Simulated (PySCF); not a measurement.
**[Eu(PH3)]3+: other functionals and bases at one geometry**

One table from this session's results is given with a row withheld; the runs are named, their logs left out.

Computed with PySCF 2.14.0. Level: several levels, as the steps say, no spin–orbit coupling.

1 further run of the same task is left out (for a known fault of the program).

## The starting structure

5 atoms, charge 3, spin multiplicity 1.

Bond lengths: Eu1–P2 2.942 Å, P2–H3 1.427 Å, P2–H4 1.427 Å, P2–H5 1.427 Å. Angles: Eu1–P2–H3 111.6°, Eu1–P2–H4 111.6°, Eu1–P2–H5 111.6°, H3–P2–H4 107.3°, H3–P2–H5 107.3°, H4–P2–H5 107.3°.

Coordinates:

```xyz
5

Eu    0.0000    0.0000   -0.4264
P     0.0000    0.0000    2.5154
H     1.3275    0.0000    3.0401
H    -0.6637    1.1496    3.0401
H    -0.6637   -1.1496    3.0401
```

Formal oxidation states: Eu +3. Each metal's 6 4f electrons lie in its core potential, so multiplicities, spins and levels count the valence alone. An earlier session relaxed this geometry at PBE0, Eu lcecp-1-SVP with ECP52, P def2-SVP, H def2-SVP (singlet, point group C3v).

At PBE0 on the finer grid: E = -376.889648 Eh, HOMO -24.07 eV, LUMO -19.50 eV, Mulliken charge on Eu1 +2.31 e, largest force component 0.026 eV/Å. 

Levels to run: revPBE; TPSSh; PBE0, TZVP. Hardware: 2 threads of Intel Xeon Platinum 8488C (Sapphire Rapids), shared host.

Set-up of the first run:

run.py (the lines that set the calculation) reads:

```python
mol = gto.M(atom='''
Eu     0.00000     0.00000    -0.42636
P      0.00000     0.00000     2.51538
H      1.32749    -0.00001     3.04014
H     -0.66374     1.14964     3.04014
H     -0.66375    -1.14964     3.04014''',
    basis={'Eu': 'lcecp-1-SVP', 'P': 'def2-SVP', 'H': 'def2-SVP'},
    ecp={'Eu': 'lcecp-1-SVP'},
    charge=3, spin=0)
mf = dft.RKS(mol, xc='PBE_R,PBE')
mf.grids.atom_grid = (75, 302)  # f atoms: unpruned, at least (60, 302)
mf = mf.density_fit()  # fitting sets: Eu AutoAux, P def2-universal-JKFIT, H def2-universal-JKFIT
mf.conv_tol = 1e-08; mf.max_cycle = 55
mf.kernel(dm0)  # dm0: the density of the relaxed state
```

Started as:

```sh
> OMP_NUM_THREADS=2 python run.py
```

Among the steps run: revPBE; TPSSh; PBE0, TZVP.

One of the session's tables, all rows but one given; the rest of the session is left out.

| level | HOMO (eV) | gap (eV) | charge on Eu1 (e) | dipole (D) | largest force component (eV/Å) |
| --- | --- | --- | --- | --- | --- |
| PBE0 (relaxed here) | -24.07 | 4.57 | 2.31 | 2.55 | 0.03 |
| revPBE | -23.07 | 2.60 | 2.27 | 3.04 | 0.25 |
| TPSSh | -23.54 | 3.61 | 2.32 | 2.53 | 0.18 |
| PBE0, TZVP | ? | ? | ? | ? | ? |

Q: Estimate the row for PBE0, TZVP from the others.

**Answer.** HOMO (eV): -23.96; gap (eV): 4.52; charge on Eu1 (e): 2.36; dipole (D): 2.69; largest force component (eV/Å): 0.17. In the column «HOMO (eV)» it lies between PBE0 (relaxed here) (-24.07) and TPSSh (-23.54).

The dipole of a charged species depends on the origin, so these sizes hold for this origin alone.

In one basis the HOMO–LUMO gap runs from 2.60 eV (revPBE) to 4.57 eV (PBE0). The largest leftover force, 0.25 eV/Å with revPBE, stands at a geometry relaxed at another level. With 4f in the core, its levels are missing from HOMO and gap, and its count is fixed, so no charge can pass from the ligands into it. Total energies of different levels can't be compared.
